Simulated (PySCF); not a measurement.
# A gas-phase reaction: H5NOSi + BrH → BrH3OSi + H3N

What reaction energy should one expect for `N[SiH2]O` + `Br` → `O[SiH2]Br` + `N`?

Computed with PySCF 2.14.0; each step states its level. No surroundings beyond the atoms listed, unless a continuum is named. Atoms count from 0, parts from 1.

## Step 1: The system as given

Each species was relaxed by itself at PBE0-D3(BJ)/def2-SVPD.

## Step 2: Reaction energy: wB97M-D3(BJ)/def2-TZVPD

What the job is given:

```
{"job": {"kind": "react", "xc": "wB97M-D3(BJ)", "basis": "def2-TZVPD"}, "charge": 0, "multiplicity": 1}
-1 H5NOSi charge 0 multiplicity 1
N     -1.089150     0.624500    -0.131360
Si     0.126610    -0.594230    -0.072260
O      1.526250    -0.200180     0.767510
H     -1.596010     0.947040     0.680810
H     -1.214500     1.229240    -0.929690
H      0.444480    -0.886350    -1.500090
H     -0.361890    -1.778480     0.677700
H      2.037220     0.550370     0.456430

-1 BrH charge 0 multiplicity 1
Br     0.715070    -0.001260     0.004990
H     -0.708630     0.004510    -0.005640

+1 BrH3OSi charge 0 multiplicity 1
O     -1.272400     0.133430    -0.360810
Si     0.288680    -0.296400     0.008800
Br     1.648320     1.471680    -0.123950
H     -1.675140     0.869940     0.106050
H      0.415130    -0.807510     1.398900
H      0.692600    -1.286400    -1.015390

+1 H3N charge 0 multiplicity 1
N      0.001550    -0.003680     0.284430
H      0.936400    -0.145280    -0.086890
H     -0.588830    -0.731930    -0.106680
H     -0.334450     0.882240    -0.081800
```

Level: wB97M-D3(BJ)/def2-TZVPD reaction energy of separated species, gas phase.

The run is started by

```
OMP_NUM_THREADS=1 python cluster_run.py task.json out
```

The driver reads the jobs from task.json and runs them one after another.

What it wrote:

```text
species 1 (H5NOSi)
coarse grid: 29072 points
cycle   1  E = -422.5892067198  dE =  9.276e-02  |g| = 7.169e-01  |ddm| = 1.947e+00
cycle   2  E = -422.5776075113  dE =  1.160e-02  |g| = 8.095e-01  |ddm| = 8.819e-01
cycle   3  E = -422.6870207778  dE = -1.094e-01  |g| = 5.227e-02  |ddm| = 4.451e-01
cycle   4  E = -422.6874684333  dE = -4.477e-04  |g| = 2.919e-02  |ddm| = 5.717e-02
cycle   5  E = -422.6876390073  dE = -1.706e-04  |g| = 6.795e-03  |ddm| = 2.273e-02
cycle   6  E = -422.6876503264  dE = -1.132e-05  |g| = 8.168e-04  |ddm| = 7.848e-03
cycle   7  E = -422.6876507121  dE = -3.857e-07  |g| = 2.025e-04  |ddm| = 2.536e-03
final grid: 60992 points
cycle   8  E = -422.6875945485  dE = -8.959e-08  |g| = 1.892e-04  |ddm| = 2.502e-03
cycle   9  E = -422.6875945533  dE = -4.811e-09  |g| = 1.879e-04  |ddm| = 4.190e-04
cycle  10  E = -422.6875945598  dE = -6.496e-09  |g| = 2.389e-05  |ddm| = 1.064e-04
cycle  11  E = -422.6875945601  dE = -3.535e-10  |g| = 1.316e-05  |ddm| = 7.222e-05
converged SCF energy = -422.6875945601

species 2 (BrH)
coarse grid: 9808 points
cycle   1  E = -2574.7444816861  dE = -1.115e+00  |g| = 2.814e-01  |ddm| = 9.887e-01
cycle   2  E = -2574.7574487933  dE = -1.297e-02  |g| = 1.487e-01  |ddm| = 2.655e-01
cycle   3  E = -2574.7608846056  dE = -3.436e-03  |g| = 8.657e-03  |ddm| = 8.708e-02
cycle   4  E = -2574.7609219706  dE = -3.736e-05  |g| = 2.523e-03  |ddm| = 1.268e-02
cycle   5  E = -2574.7609264010  dE = -4.430e-06  |g| = 6.497e-04  |ddm| = 4.934e-03
final grid: 18448 points
cycle   6  E = -2574.7609110868  dE = -1.922e-07  |g| = 3.883e-04  |ddm| = 9.238e-04
cycle   7  E = -2574.7609111144  dE = -2.762e-08  |g| = 2.729e-04  |ddm| = 3.936e-04
cycle   8  E = -2574.7609111215  dE = -7.075e-09  |g| = 3.379e-05  |ddm| = 1.359e-04
cycle   9  E = -2574.7609111225  dE = -1.044e-09  |g| = 1.120e-05  |ddm| = 6.292e-05
cycle  10  E = -2574.7609111226  dE = -5.002e-11  |g| = 1.703e-06  |ddm| = 1.292e-05
converged SCF energy = -2574.7609111226

species 3 (BrH3OSi)
coarse grid: 26344 points
cycle   1  E = -2940.7779037718  dE = -9.196e-01  |g| = 7.063e-01  |ddm| = 1.895e+00
cycle   2  E = -2940.7663511093  dE =  1.155e-02  |g| = 7.890e-01  |ddm| = 8.065e-01
cycle   3  E = -2940.8699994985  dE = -1.036e-01  |g| = 6.523e-02  |ddm| = 4.137e-01
cycle   4  E = -2940.8707753766  dE = -7.759e-04  |g| = 1.595e-02  |ddm| = 5.876e-02
cycle   5  E = -2940.8708457874  dE = -7.041e-05  |g| = 4.774e-03  |ddm| = 1.814e-02
cycle   6  E = -2940.8708520218  dE = -6.234e-06  |g| = 1.261e-03  |ddm| = 6.295e-03
final grid: 52328 points
cycle   7  E = -2940.8708272371  dE = -4.576e-07  |g| = 9.346e-04  |ddm| = 2.563e-03
cycle   8  E = -2940.8708273150  dE = -7.799e-08  |g| = 7.970e-04  |ddm| = 1.139e-03
cycle   9  E = -2940.8708273933  dE = -7.824e-08  |g| = 8.347e-05  |ddm| = 4.660e-04
cycle  10  E = -2940.8708273965  dE = -3.228e-09  |g| = 5.862e-05  |ddm| = 1.227e-04
cycle  11  E = -2940.8708273978  dE = -1.256e-09  |g| = 6.229e-06  |ddm| = 9.096e-05
cycle  12  E = -2940.8708273978  dE = -2.183e-11  |g| = 2.098e-06  |ddm| = 9.206e-06
converged SCF energy = -2940.8708273978

species 4 (H3N)
coarse grid: 12536 points
cycle   1  E = -56.5694014540  dE = -1.294e-01  |g| = 3.024e-01  |ddm| = 1.089e+00
cycle   2  E = -56.5779556316  dE = -8.554e-03  |g| = 2.716e-01  |ddm| = 2.676e-01
cycle   3  E = -56.5918774325  dE = -1.392e-02  |g| = 2.124e-02  |ddm| = 1.115e-01
cycle   4  E = -56.5919830353  dE = -1.056e-04  |g| = 5.194e-03  |ddm| = 1.728e-02
cycle   5  E = -56.5919941726  dE = -1.114e-05  |g| = 7.323e-04  |ddm| = 8.714e-03
cycle   6  E = -56.5919945878  dE = -4.152e-07  |g| = 1.111e-04  |ddm| = 3.175e-03
final grid: 27112 points
cycle   7  E = -56.5919839306  dE = -1.612e-08  |g| = 6.351e-05  |ddm| = 7.698e-04
cycle   8  E = -56.5919839327  dE = -2.085e-09  |g| = 5.098e-05  |ddm| = 2.475e-04
cycle   9  E = -56.5919839334  dE = -6.388e-10  |g| = 1.238e-05  |ddm| = 5.176e-05
converged SCF energy = -56.5919839334

Reaction energy = -8.821 kcal/mol
```

It took 17 s on 1 thread of Arm Neoverse V1, shared host; peak memory 0.61 GiB.

Species by species (with the dispersion term, which the log's SCF energies lack):

```csv
ν,species,energy (Eh),HOMO (eV)
-1,N[SiH2]O,-422.69410,-10.16
-1,Br,-2574.76148,-11.15
+1,O[SiH2]Br,-2940.87606,-10.75
+1,N,-56.59358,-10.26
```

## Step 3: Energies of the species: PBE0-D3(BJ)/def2-TZVPD

Settings changed since step 2:

```diff
@@ -1,2 +1,2 @@
-{"job": {"kind": "react", "xc": "wB97M-D3(BJ)", "basis": "def2-TZVPD"}, "charge": 0, "multiplicity": 1}
+{"job": {"kind": "react", "xc": "PBE0", "basis": "def2-TZVPD", "disp": "d3bj"}, "charge": 0, "multiplicity": 1}
 -1 H5NOSi charge 0 multiplicity 1
```

With the program's defaults for keys left out, this is: PBE0-D3(BJ)/def2-TZVPD reaction energy of separated species, gas phase.

What it wrote:

```text
species 1 (H5NOSi)
coarse grid: 6872 points
cycle   1  E = -422.2403964462  dE =  1.332e-01  |g| = 7.925e-01  |ddm| = 2.019e+00
cycle   2  E = -422.0518775136  dE =  1.885e-01  |g| = 1.270e+00  |ddm| = 1.256e+00
cycle   3  E = -422.3534063914  dE = -3.015e-01  |g| = 9.920e-02  |ddm| = 8.308e-01
cycle   4  E = -422.3546715635  dE = -1.265e-03  |g| = 5.895e-02  |ddm| = 7.848e-02
cycle   5  E = -422.3553519874  dE = -6.804e-04  |g| = 7.320e-03  |ddm| = 3.321e-02
cycle   6  E = -422.3553633677  dE = -1.138e-05  |g| = 9.578e-04  |ddm| = 5.398e-03
cycle   7  E = -422.3553635695  dE = -2.018e-07  |g| = 3.191e-04  |ddm| = 1.098e-03
final grid: 60992 points
cycle   8  E = -422.3505670330  dE = -2.015e-05  |g| = 6.914e-03  |ddm| = 3.546e-02
cycle   9  E = -422.3505536051  dE =  1.343e-05  |g| = 1.075e-02  |ddm| = 8.834e-03
cycle  10  E = -422.3505759465  dE = -2.234e-05  |g| = 5.223e-04  |ddm| = 5.431e-03
cycle  11  E = -422.3505759798  dE = -3.327e-08  |g| = 2.766e-04  |ddm| = 4.116e-04
cycle  12  E = -422.3505759939  dE = -1.409e-08  |g| = 3.268e-05  |ddm| = 1.718e-04
cycle  13  E = -422.3505759941  dE = -2.252e-10  |g| = 5.415e-06  |ddm| = 2.504e-05
converged SCF energy = -422.3505759941

species 2 (BrH)
coarse grid: 9808 points
cycle   1  E = -2574.4494535043  dE = -1.081e+00  |g| = 2.724e-01  |ddm| = 1.042e+00
cycle   2  E = -2574.4540917692  dE = -4.638e-03  |g| = 1.699e-01  |ddm| = 2.601e-01
cycle   3  E = -2574.4588661846  dE = -4.774e-03  |g| = 3.007e-02  |ddm| = 1.194e-01
cycle   4  E = -2574.4590976725  dE = -2.315e-04  |g| = 4.156e-03  |ddm| = 2.212e-02
cycle   5  E = -2574.4591016750  dE = -4.002e-06  |g| = 1.311e-03  |ddm| = 4.270e-03
final grid: 18448 points
cycle   6  E = -2574.4591027957  dE = -7.034e-08  |g| = 1.375e-03  |ddm| = 2.024e-03
cycle   7  E = -2574.4591028100  dE = -1.434e-08  |g| = 1.399e-03  |ddm| = 1.791e-03
cycle   8  E = -2574.4591030309  dE = -2.209e-07  |g| = 5.149e-05  |ddm| = 8.398e-04
cycle   9  E = -2574.4591030316  dE = -6.803e-10  |g| = 1.026e-05  |ddm| = 4.413e-05
converged SCF energy = -2574.4591030316

species 3 (BrH3OSi)
coarse grid: 26344 points
cycle   1  E = -2940.2189065453  dE = -8.816e-01  |g| = 7.490e-01  |ddm| = 1.950e+00
cycle   2  E = -2940.0342103935  dE =  1.847e-01  |g| = 1.223e+00  |ddm| = 1.038e+00
cycle   3  E = -2940.3089942630  dE = -2.748e-01  |g| = 1.068e-01  |ddm| = 7.157e-01
cycle   4  E = -2940.3110497979  dE = -2.056e-03  |g| = 2.221e-02  |ddm| = 8.718e-02
cycle   5  E = -2940.3111496862  dE = -9.989e-05  |g| = 1.331e-02  |ddm| = 2.949e-02
cycle   6  E = -2940.3111909053  dE = -4.122e-05  |g| = 1.260e-03  |ddm| = 1.108e-02
cycle   7  E = -2940.3111912413  dE = -3.360e-07  |g| = 3.305e-04  |ddm| = 1.333e-03
final grid: 52328 points
cycle   8  E = -2940.3111848734  dE = -3.257e-08  |g| = 2.988e-04  |ddm| = 1.358e-03
cycle   9  E = -2940.3111848767  dE = -3.326e-09  |g| = 2.751e-04  |ddm| = 4.068e-04
cycle  10  E = -2940.3111848893  dE = -1.257e-08  |g| = 1.589e-05  |ddm| = 1.855e-04
cycle  11  E = -2940.3111848894  dE = -4.911e-11  |g| = 6.818e-06  |ddm| = 1.214e-05
converged SCF energy = -2940.3111848894

species 4 (H3N)
coarse grid: 2928 points
cycle   1  E = -56.4893767442  dE = -9.635e-02  |g| = 3.707e-01  |ddm| = 1.101e+00
cycle   2  E = -56.4629522916  dE =  2.642e-02  |g| = 5.179e-01  |ddm| = 4.430e-01
cycle   3  E = -56.5200558663  dE = -5.710e-02  |g| = 1.576e-02  |ddm| = 2.486e-01
cycle   4  E = -56.5201044137  dE = -4.855e-05  |g| = 3.353e-03  |ddm| = 8.650e-03
cycle   5  E = -56.5201065842  dE = -2.170e-06  |g| = 3.223e-04  |ddm| = 2.234e-03
final grid: 27112 points
cycle   6  E = -56.5150237247  dE = -1.143e-05  |g| = 5.628e-03  |ddm| = 1.567e-02
cycle   7  E = -56.5150182260  dE =  5.499e-06  |g| = 7.706e-03  |ddm| = 5.943e-03
cycle   8  E = -56.5150300549  dE = -1.183e-05  |g| = 1.359e-04  |ddm| = 3.477e-03
cycle   9  E = -56.5150300590  dE = -4.088e-09  |g| = 3.197e-05  |ddm| = 9.455e-05
cycle  10  E = -56.5150300593  dE = -2.853e-10  |g| = 3.558e-06  |ddm| = 2.585e-05
converged SCF energy = -56.5150300593

Reaction energy = -10.561 kcal/mol
```

Wall time 8.5 s (1 thread of Arm Neoverse V1, shared host); peak memory 0.58 GiB.

Reaction energy at this level: -10.56 kcal/mol.

## Step 4: Reaction energy: MP2/def2-TZVPD

Settings changed since step 3:

```diff
@@ -1,2 +1,2 @@
-{"job": {"kind": "react", "xc": "PBE0", "basis": "def2-TZVPD", "disp": "d3bj"}, "charge": 0, "multiplicity": 1}
+{"job": {"kind": "react", "xc": "MP2", "basis": "def2-TZVPD"}, "charge": 0, "multiplicity": 1}
 -1 H5NOSi charge 0 multiplicity 1
```

Method: MP2/def2-TZVPD reaction energy of separated species, gas phase.

What it wrote:

```text
species 1 (H5NOSi)
final grid: 60992 points
cycle   1  E = -421.2391242808  dE =  1.399e-02  |g| = 5.483e-01  |ddm| = 1.905e+00
cycle   2  E = -421.2885269200  dE = -4.940e-02  |g| = 3.271e-01  |ddm| = 5.142e-01
cycle   3  E = -421.3066387159  dE = -1.811e-02  |g| = 5.077e-02  |ddm| = 1.904e-01
cycle   4  E = -421.3074300187  dE = -7.913e-04  |g| = 1.017e-02  |ddm| = 6.555e-02
cycle   5  E = -421.3074648862  dE = -3.487e-05  |g| = 3.405e-03  |ddm| = 1.545e-02
cycle   6  E = -421.3074680784  dE = -3.192e-06  |g| = 8.217e-04  |ddm| = 3.682e-03
cycle   7  E = -421.3074683847  dE = -3.062e-07  |g| = 1.844e-04  |ddm| = 1.308e-03
cycle   8  E = -421.3074684072  dE = -2.253e-08  |g| = 4.148e-05  |ddm| = 3.622e-04
cycle   9  E = -421.3074684084  dE = -1.170e-09  |g| = 1.013e-05  |ddm| = 8.494e-05
cycle  10  E = -421.3074684084  dE = -7.185e-11  |g| = 2.546e-06  |ddm| = 2.098e-05
converged SCF energy = -421.3074684084

species 2 (BrH)
final grid: 18448 points
cycle   1  E = -2572.9852622092  dE = -1.144e+00  |g| = 2.202e-01  |ddm| = 9.640e-01
cycle   2  E = -2572.9999186010  dE = -1.466e-02  |g| = 7.760e-02  |ddm| = 2.157e-01
cycle   3  E = -2573.0014423775  dE = -1.524e-03  |g| = 1.588e-02  |ddm| = 5.815e-02
cycle   4  E = -2573.0016142774  dE = -1.719e-04  |g| = 5.005e-03  |ddm| = 1.886e-02
cycle   5  E = -2573.0016334032  dE = -1.913e-05  |g| = 1.691e-03  |ddm| = 6.805e-03
cycle   6  E = -2573.0016348062  dE = -1.403e-06  |g| = 3.418e-04  |ddm| = 2.059e-03
cycle   7  E = -2573.0016348799  dE = -7.364e-08  |g| = 5.979e-05  |ddm| = 6.414e-04
cycle   8  E = -2573.0016348813  dE = -1.430e-09  |g| = 8.468e-06  |ddm| = 8.660e-05
cycle   9  E = -2573.0016348813  dE = -4.366e-11  |g| = 1.310e-06  |ddm| = 1.889e-05
converged SCF energy = -2573.0016348813

species 3 (BrH3OSi)
final grid: 52328 points
cycle   1  E = -2938.0341802831  dE = -9.979e-01  |g| = 5.484e-01  |ddm| = 1.845e+00
cycle   2  E = -2938.0850147883  dE = -5.083e-02  |g| = 3.266e-01  |ddm| = 5.081e-01
cycle   3  E = -2938.1038829891  dE = -1.887e-02  |g| = 4.831e-02  |ddm| = 1.916e-01
cycle   4  E = -2938.1045802871  dE = -6.973e-04  |g| = 1.264e-02  |ddm| = 5.459e-02
cycle   5  E = -2938.1046408173  dE = -6.053e-05  |g| = 3.177e-03  |ddm| = 1.623e-02
cycle   6  E = -2938.1046457045  dE = -4.887e-06  |g| = 1.013e-03  |ddm| = 4.723e-03
cycle   7  E = -2938.1046463718  dE = -6.673e-07  |g| = 3.518e-04  |ddm| = 1.589e-03
cycle   8  E = -2938.1046464627  dE = -9.088e-08  |g| = 1.055e-04  |ddm| = 6.023e-04
cycle   9  E = -2938.1046464700  dE = -7.322e-09  |g| = 1.941e-05  |ddm| = 2.072e-04
cycle  10  E = -2938.1046464703  dE = -2.829e-10  |g| = 3.868e-06  |ddm| = 4.622e-05
converged SCF energy = -2938.1046464703

species 4 (H3N)
final grid: 27112 points
cycle   1  E = -56.2058942630  dE = -1.621e-01  |g| = 2.298e-01  |ddm| = 1.073e+00
cycle   2  E = -56.2178840761  dE = -1.199e-02  |g| = 7.796e-02  |ddm| = 1.404e-01
cycle   3  E = -56.2190893204  dE = -1.205e-03  |g| = 2.444e-02  |ddm| = 4.020e-02
cycle   4  E = -56.2192486425  dE = -1.593e-04  |g| = 5.225e-03  |ddm| = 1.749e-02
cycle   5  E = -56.2192627718  dE = -1.413e-05  |g| = 1.112e-03  |ddm| = 7.204e-03
cycle   6  E = -56.2192639910  dE = -1.219e-06  |g| = 2.934e-04  |ddm| = 3.286e-03
cycle   7  E = -56.2192640857  dE = -9.467e-08  |g| = 4.961e-05  |ddm| = 9.840e-04
cycle   8  E = -56.2192640878  dE = -2.081e-09  |g| = 4.563e-06  |ddm| = 1.082e-04
cycle   9  E = -56.2192640878  dE = -1.388e-11  |g| = 5.841e-07  |ddm| = 2.273e-05
converged SCF energy = -56.2192640878

Reaction energy = -9.954 kcal/mol
```

Wall time 4.2 s (1 thread of Arm Neoverse V1, shared host); peak memory 0.43 GiB.

Reaction energy at this level: -9.95 kcal/mol.

## Step 5: Side by side

Energies in kcal/mol, with wall time:

```csv
run,reaction,time
wB97M-D3(BJ)/def2-TZVPD,-8.82,17 s
PBE0-D3(BJ)/def2-TZVPD,-10.56,8.5 s
MP2/def2-TZVPD,-9.95,4.2 s
```

## Step 6: Results

| quantity | value |
| --- | --- |
| reaction energy (wB97M-D3(BJ)/def2-TZVPD) | -8.82 kcal/mol |
| ΔH, ΔG at 298 K (xTB thermal terms) | -6.2, -6.8 kcal/mol |
| range of the reaction energy over the runs of this table | -10.56 to -8.82 kcal/mol |

In words: The reaction is exothermic by 6.2 kcal/mol in the gas phase; dispersion gives +0.16, and xTB itself gave -10.82 for the electronic energy (xTB energies and thermal terms come from the earlier relaxation of each species, not shown). No barrier was sought. The reaction energy runs from -10.56 (PBE0-D3(BJ)/def2-TZVPD) to -8.82 kcal/mol (wB97M-D3(BJ)/def2-TZVPD).
